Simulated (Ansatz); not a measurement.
**Mo(NH)2(OH)2 (H4MoN2O2): geometry, orbitals and charge**

What does Mo(NH)2(OH)2 (H4MoN2O2) look like as a singlet, and where do its frontier electrons sit?

The runs use Ansatz 0.2.0, Gaussian basis; RKS PBE0-D4/def2-TZVP.

Levels to be run: relaxation at B3LYP-D4/def2-SVP; a search for the lowest solution at PBE0-D4/def2-SVP; a single point at PBE0-D4/def2-TZVP.

### Step 1. Where the work starts

9 atoms, charge 0, spin multiplicity 1.

Atoms are counted from 1 here; the program's logs count them from 0.

Bond lengths: Mo1–N2 1.736 Å, Mo1–N4 1.736 Å, Mo1–O6 1.804 Å, Mo1–O8 1.805 Å, N2–H3 1.011 Å, N4–H5 1.011 Å, O6–H7 0.960 Å, O8–H9 0.960 Å. Angles: N2–Mo1–N4 110.0°, N2–Mo1–O6 108.6°, N2–Mo1–O8 108.6°, N4–Mo1–O6 108.6°, N4–Mo1–O8 108.5°, O6–Mo1–O8 112.4°, Mo1–N2–H3 169.8°, Mo1–N4–H5 169.8°, Mo1–O6–H7 166.6°, Mo1–O8–H9 166.2°.

As a file:

```xyz
9
H4MoN2O2
Mo   -0.06911   -0.01448   -0.04135
N     0.03173    0.12521    1.68615
H     0.26565    0.23231    2.66371
N     1.49963    0.21507   -0.74857
H     2.46777    0.37408   -0.99164
O    -1.17352    1.27097   -0.65915
H    -1.62632    2.09031   -0.87141
O    -0.64643   -1.67405   -0.45225
H    -0.74940   -2.61942   -0.58549
```

Formally the metal is d0. Mo takes a core potential in the def2 sets. No spin-orbit coupling is included.

The start is a GFN2-xTB geometry.

### Step 2. Optimising with B3LYP-D4/def2-SVP

Input file in.yaml:

```yaml
crystal:
  periodic: [false, false, false]
  atoms:
    - {symbol: Mo, position_ang: [-0.069110, -0.014480, -0.041350]}
    - {symbol: N, position_ang: [0.031730, 0.125210, 1.686150]}
    - {symbol: H, position_ang: [0.265650, 0.232310, 2.663710]}
    - {symbol: N, position_ang: [1.499630, 0.215070, -0.748570]}
    - {symbol: H, position_ang: [2.467770, 0.374080, -0.991640]}
    - {symbol: O, position_ang: [-1.173520, 1.270970, -0.659150]}
    - {symbol: H, position_ang: [-1.626320, 2.090310, -0.871410]}
    - {symbol: O, position_ang: [-0.646430, -1.674050, -0.452250]}
    - {symbol: H, position_ang: [-0.749400, -2.619420, -0.585490]}
basis:
  gaussian: {orbitals: def2-SVP}
hamiltonian: {xc: {name: B3LYP}, dispersion: d4}
scf: {omitted_lower_state_checks: [starts]}
output: {orbitals: {seedname: orbitals}}
relax: {f_tol: 0.02, max_steps: 100}
```

Run with:

```console
$ ansatz run in.yaml --threads 4 --pin off --events-out ev --progress --plain --max-ram 3916MiB
```

The program printed (excerpt; [...] marks lines left out):

```text
Functional definition: B3LYP
  name "B3LYP"
  cite "Stephens, Devlin, Chabalowski & Frisch, J. Phys. Chem. 98, 11623 (1994) doi:10.1021/j100096a001"
  cite "Becke, Phys. Rev. A 38, 3098 (1988) doi:10.1103/PhysRevA.38.3098"
  cite "Lee, Yang & Parr, Phys. Rev. B 37, 785 (1988) doi:10.1103/PhysRevB.37.785"
  cite "Vosko, Wilk & Nusair, Can. J. Phys. 58, 1200 (1980) doi:10.1139/p80-159"
[...]
1190 factors; integrals over basis functions are off by at most 4.5e-4 eV
[...]
mean field -8992.11324080 eV, -330.4540665260 hartree, gradient 9.3e-6 eV, S^2 0.000000; 0 other end points of the search recorded, 0 dependent functions left out
[...]
reference -8992.11355977 eV, -330.4540782479 hartree; 24, 24 occupied and 83, 83 virtual orbitals, 1190 factors
relax step   1: F+E_penalty+E_count = -8992.47938855 eV  Δ(F+E_penalty+E_count) = +0.000e0 eV  max|allowed force component| = 2.441e0 eV/Å  Δτ_max = 0.0000 Å  (31 SCF iters, accepted)
[...]
relax step   4: F+E_penalty+E_count = -8992.69735814 eV  Δ(F+E_penalty+E_count) = +4.873e-2 eV  max|allowed force component| = 2.750e0 eV/Å  Δτ_max = 0.1902 Å  (41 SCF iters, rejected (line search))
[...]
relax step   7: F+E_penalty+E_count = -8992.92932407 eV  Δ(F+E_penalty+E_count) = -2.977e-2 eV  max|allowed force component| = 1.504e-1 eV/Å  Δτ_max = 0.1500 Å  (34 SCF iters, accepted)
[...]
relax step  14: F+E_penalty+E_count = -8993.01235035 eV  Δ(F+E_penalty+E_count) = -1.754e-3 eV  max|allowed force component| = 1.097e-2 eV/Å  Δτ_max = 0.0255 Å  (35 SCF iters, accepted)
[...]
1190 factors; integrals over basis functions are off by at most 5.3e-4 eV
mean field -8992.65368805 eV, -330.4739275961 hartree, gradient 2.7e-5 eV, S^2 0.000000; 0 other end points of the search recorded, 0 dependent functions left out
[...]
reference -8992.65401006 eV, -330.4739394300 hartree; 24, 24 occupied and 83, 83 virtual orbitals, 1190 factors
Total energy: -8993.01267236 eV, -330.4871200264 hartree
Atom 0 at    -0.096306    -0.021365    -0.058689 Å, force     0.006018     0.002402     0.004046 eV/Å
Atom 1 at    -0.047939     0.315014     1.642587 Å, force     0.002640     0.000363     0.008080 eV/Å
Atom 2 at     0.387190     0.523092     2.539557 Å, force    -0.000514    -0.000506    -0.010971 eV/Å
Atom 3 at     1.489958     0.005761    -0.760637 Å, force     0.009194     0.001936    -0.001802 eV/Å
Atom 4 at     2.501963     0.119204    -0.773286 Å, force    -0.009857    -0.001478     0.004832 eV/Å
Atom 5 at    -1.124214     1.315884    -0.934371 Å, force    -0.002930     0.002071     0.003218 eV/Å
Atom 6 at    -1.758325     1.843726    -0.430732 Å, force    -0.004107     0.007642    -0.003109 eV/Å
Atom 7 at    -0.846759    -1.754431    -0.270538 Å, force     0.002206    -0.002838    -0.003943 eV/Å
Atom 8 at    -0.505570    -2.346884    -0.953892 Å, force    -0.002649    -0.009592    -0.000350 eV/Å
Dipole moment:     0.248823     0.055473     0.151844 e Å
Checks for a lower state left out: starts
```

Wall time 29 s (4 threads of Arm Neoverse V1, shared host).

Relaxation path: (the energy doesn't fall at every step)

```tsv
step	energy from step 1 (eV)	largest force component (eV/Å)
1	0.0000	2.4410
2	-0.1525	0.7036
3	-0.2667	0.3985
4	-0.2180	2.7497
5	-0.3698	0.2978
6	-0.4202	0.1766
7	-0.4499	0.1504
8	-0.4846	0.3474
9	-0.2502	2.1715
10	-0.5071	0.1237
11	-0.5160	0.4309
12	-0.5279	0.1560
13	-0.5312	0.0805
14	-0.5330	0.0110
```

Distances of close pairs at the start and the end, largest changes first:

```tsv
bond	before (Å)	after (Å)	change (Å)
Mo1–O6	1.804	1.900	+0.097
Mo1–O8	1.805	1.900	+0.096
N4–H5	1.011	1.018	+0.008
N2–H3	1.011	1.018	+0.008
O6–H7	0.960	0.967	+0.007
O8–H9	0.960	0.967	+0.006
Mo1–N2	1.736	1.735	-0.001
Mo1–N4	1.736	1.735	-0.001
```

Bonds by kind at the end (by distance):

```tsv
bond	count	shortest (Å)	longest (Å)
Mo–N	2	1.735	1.735
Mo–O	2	1.900	1.900
H–N	2	1.018	1.018
H–O	2	0.967	0.967
```

### Step 3. Searching for the lowest solution, PBE0-D4/def2-SVP

start.molden holds the orbitals of an earlier run on this state, given as this run's starting guess.

Input file in.yaml:

```yaml
crystal:
  periodic: [false, false, false]
  atoms:
    - {symbol: Mo, position_ang: [-0.096306, -0.021365, -0.058689]}
    - {symbol: N, position_ang: [-0.047939, 0.315014, 1.642587]}
    - {symbol: H, position_ang: [0.387190, 0.523092, 2.539557]}
    - {symbol: N, position_ang: [1.489958, 0.005761, -0.760637]}
    - {symbol: H, position_ang: [2.501963, 0.119204, -0.773286]}
    - {symbol: O, position_ang: [-1.124214, 1.315884, -0.934371]}
    - {symbol: H, position_ang: [-1.758325, 1.843726, -0.430732]}
    - {symbol: O, position_ang: [-0.846759, -1.754431, -0.270538]}
    - {symbol: H, position_ang: [-0.505570, -2.346884, -0.953892]}
basis:
  gaussian: {orbitals: def2-SVP, initial_orbitals: start.molden}
hamiltonian: {xc: pbe0, dispersion: d4}
output: {orbitals: {seedname: orbitals}}
```

Same command.

The program printed:

```text
Functional definition: PBE0
  name "PBE0"
  cite "Adamo & Barone, J. Chem. Phys. 110, 6158 (1999) doi:10.1063/1.478522"
  cite "Perdew, Burke & Ernzerhof, Phys. Rev. Lett. 77, 3865 (1996) doi:10.1103/PhysRevLett.77.3865"
  parent pbe
  parameter a = 0.25
  parameter kappa = 0.804
  parameter beta = 0.06672455060314922
  exchange = (1 - a)*pbe_x(kappa = kappa, mu = beta*pi^2/3) + a*exact_x
  correlation = pbe_c(beta = beta)
1204 factors; their error is unknown
mean field evaluation 1: about -8983.7026 eV, gradient 4.4e0 eV
mean field evaluation 2: about -8983.7429 eV, gradient 3.1e-2 eV
mean field evaluation 4: about -8983.7801 eV, gradient 7.8e-5 eV
mean field evaluation 8: about -8975.5733 eV, gradient 5.9e1 eV
mean field evaluation 16: about -8983.7800 eV, gradient 1.9e-1 eV
mean field -8983.78011407 eV, -330.1478297673 hartree, gradient 8.1e-5 eV, S^2 0.000000; 1 other end points of the search recorded, 0 dependent functions left out
reference -8983.78017034 eV, -330.1478318352 hartree; 24, 24 occupied and 83, 83 virtual orbitals, 1204 factors
Total energy: -8983.96776671 eV, -330.1547258744 hartree
```

It took 1.8 s on 4 threads of Arm Neoverse V1, shared host.

Report: HOMO -7.58 eV, LUMO -1.11 eV.

### Step 4. Single point, PBE0-D4/def2-TZVP

in.yaml, as its differences from that of step 3:

```diff
@@ -13,4 +13,5 @@
 basis:
-  gaussian: {orbitals: def2-SVP, initial_orbitals: start.molden}
+  gaussian: {orbitals: def2-TZVP, initial_orbitals: start.molden}
 hamiltonian: {xc: pbe0, dispersion: d4}
-output: {orbitals: {seedname: orbitals}}
+scf: {omitted_lower_state_checks: [starts]}
+output: {forces: true, orbitals: {seedname: orbitals}}
```

The command is unchanged.

The program printed (excerpt; [...] marks lines left out):

```text
Functional definition: PBE0
  name "PBE0"
  cite "Adamo & Barone, J. Chem. Phys. 110, 6158 (1999) doi:10.1063/1.478522"
  cite "Perdew, Burke & Ernzerhof, Phys. Rev. Lett. 77, 3865 (1996) doi:10.1103/PhysRevLett.77.3865"
  parent pbe
[...]
1166 factors; their error is unknown
[...]
mean field -8992.90660630 eV, -330.4832221706 hartree, gradient 1.4e-5 eV, S^2 0.000000; 0 other end points of the search recorded, 0 dependent functions left out
[...]
reference -8992.90666171 eV, -330.4832242066 hartree; 24, 24 occupied and 164, 164 virtual orbitals, 1166 factors
Total energy: -8993.09425807 eV, -330.4901182459 hartree
Atom 0 at    -0.096306    -0.021365    -0.058689 Å, force     0.322229     0.072562     0.197281 eV/Å
Atom 1 at    -0.047939     0.315014     1.642587 Å, force     0.049511    -0.057516    -0.205236 eV/Å
Atom 2 at     0.387190     0.523092     2.539557 Å, force    -0.106555    -0.063473    -0.351972 eV/Å
Atom 3 at     1.489958     0.005761    -0.760637 Å, force    -0.173239     0.029644     0.128626 eV/Å
Atom 4 at     2.501963     0.119204    -0.773286 Å, force    -0.365456    -0.041105     0.063692 eV/Å
Atom 5 at    -1.124214     1.315884    -0.934371 Å, force    -0.077737    -0.000085     0.238550 eV/Å
Atom 6 at    -1.758325     1.843726    -0.430732 Å, force     0.251044    -0.208769    -0.126812 eV/Å
Atom 7 at    -0.846759    -1.754431    -0.270538 Å, force     0.173514     0.021166    -0.180436 eV/Å
Atom 8 at    -0.505570    -2.346884    -0.953892 Å, force    -0.073310     0.247576     0.236307 eV/Å
Dipole moment:     0.249519     0.055625     0.152278 e Å
Checks for a lower state left out: starts
```

Wall time 3.1 s (4 threads of Arm Neoverse V1, shared host).

From the report: HOMO -7.71 eV, LUMO -1.33 eV.

Mulliken charges, from this run's orbitals:

```tsv
atom	value (e)
Mo1	1.69
N2	-0.71
H3	0.24
N4	-0.71
H5	0.24
O6	-0.73
H7	0.35
O8	-0.73
H9	0.35
```

Largest Mayer bond orders: Mo1–N2 1.91; Mo1–N4 1.91; Mo1–O6 0.90; Mo1–O8 0.90; N2–H3 0.89; N4–H5 0.89; O6–H7 0.87; O8–H9 0.87; N2–N4 0.16.

The fields below are evaluated on a grid from the run's orbitals.

Frontier orbitals at PBE0-D4/def2-TZVP, with the share of their density that lies nearest to each atom:

```tsv
orbital	energy (eV)	lies on
HOMO-1	-8.01	N2, N4 about 35 % each; Mo1 9 %
HOMO	-7.71	N2, N4 about 35 % each; O6, O8 about 7 % each; Mo1 6 %
LUMO	-1.33	Mo1 54 %; N2, N4 about 11 % each; O6, O8 about 7 % each
```

ELF in a plane through or near 3 of the atoms.

Values, 10 rows by 14 columns:
```
0.00 0.00 0.00 0.00 0.00 0.00 0.00 0.00 0.00 0.00 0.00 0.00 0.00 0.00
0.00 0.00 0.00 0.00 0.00 0.00 0.00 0.00 0.00 0.00 0.00 0.00 0.00 0.00
0.00 0.00 0.00 0.00 0.00 0.00 0.01 0.05 0.34 0.67 0.19 0.00 0.00 0.00
0.00 0.00 0.00 0.00 0.02 0.05 0.21 0.59 0.78 0.89 0.34 0.03 0.00 0.00
0.00 0.00 0.00 0.00 0.04 0.06 0.14 0.80 0.29 0.77 0.44 0.10 0.00 0.00
0.00 0.00 0.00 0.07 0.36 0.65 0.21 0.21 0.42 0.71 0.36 0.06 0.00 0.00
0.00 0.00 0.15 0.78 0.89 0.43 0.78 0.07 0.04 0.05 0.01 0.00 0.00 0.00
0.00 0.00 0.08 0.58 0.62 0.73 0.75 0.14 0.01 0.00 0.00 0.00 0.00 0.00
0.00 0.00 0.00 0.00 0.02 0.08 0.11 0.01 0.00 0.00 0.00 0.00 0.00 0.00
0.00 0.00 0.00 0.00 0.00 0.00 0.00 0.00 0.00 0.00 0.00 0.00 0.00 0.00
```
The map spans 9.3 Å across and 8.7 Å up, centred on the molecule. Atoms in the plane (x, y in Å): N2 (1.0, 0.9), O8 (-1.1, -1.2), H9 (-2.0, -1.4).

log10 of the density (e/Å³) in the same plane.

Ten even steps from '0' (-4.0) to '9' (1.7):
```
0000000000000000000000000000
0000000000000000000000000000
0000000000000011111100000000
0000000000011122233221000000
0000000011122233444432100000
0000000122233455666543210000
0000001223344566776643310000
0000011233345567877654321000
0000012234445677887654321000
0000122344555667776543311000
0000133455666666655543210000
0001234567776655544432200000
0001245678987654443322100000
0001245677877644333221000000
0001234566666543322210000000
0000123344444332211000000000
0000011223333221100000000000
0000000011111100000000000000
0000000000000000000000000000
0000000000000000000000000000
```
The map spans 9.3 Å across and 8.7 Å up, centred on the molecule. Atoms in the plane (x, y in Å): N2 (1.0, 0.9), O8 (-1.1, -1.2), H9 (-2.0, -1.4).

On the surface of density 0.002 e/bohr³ the electrostatic potential runs, from the 1st to the 99th percentile, from -1.43 V near O6 to 2.32 V near H7.

### Step 5. Summary of results

| quantity | value |
| --- | --- |
| point group | C2 |
| near neighbours of the metal | N 1.73, N 1.73, O 1.90, O 1.90 Å |
| HOMO, LUMO at PBE0-D4/def2-TZVP | -7.71, -1.33 eV |
| charge on the metal (Mulliken, PBE0-D4/def2-TZVP) | +1.69 e |
| dipole at B3LYP-D4/def2-SVP | 1.43 D |

In words: The molecule keeps its bonding pattern by the stored test; the atoms moved 0.34 Å (rms), and the angle Mo1–O6–H7 went from 167° to 120°. The metal has 4 near neighbours by the distance rule, from 1.73 to 1.90 Å. The Mulliken charge of the metal, +1.69 e, depends on the basis and isn't its oxidation state. No usable vibrations, so a minimum isn't proven. The HOMO lies nearest to N2, N4 about 35 % each; O6, O8 about 7 % each and the LUMO to Mo1 54 %; N2, N4 about 11 % each. Whether this spin is the lowest isn't tested here. The point group is read from a loosely relaxed geometry; soft torsions can leave it below the true symmetry.
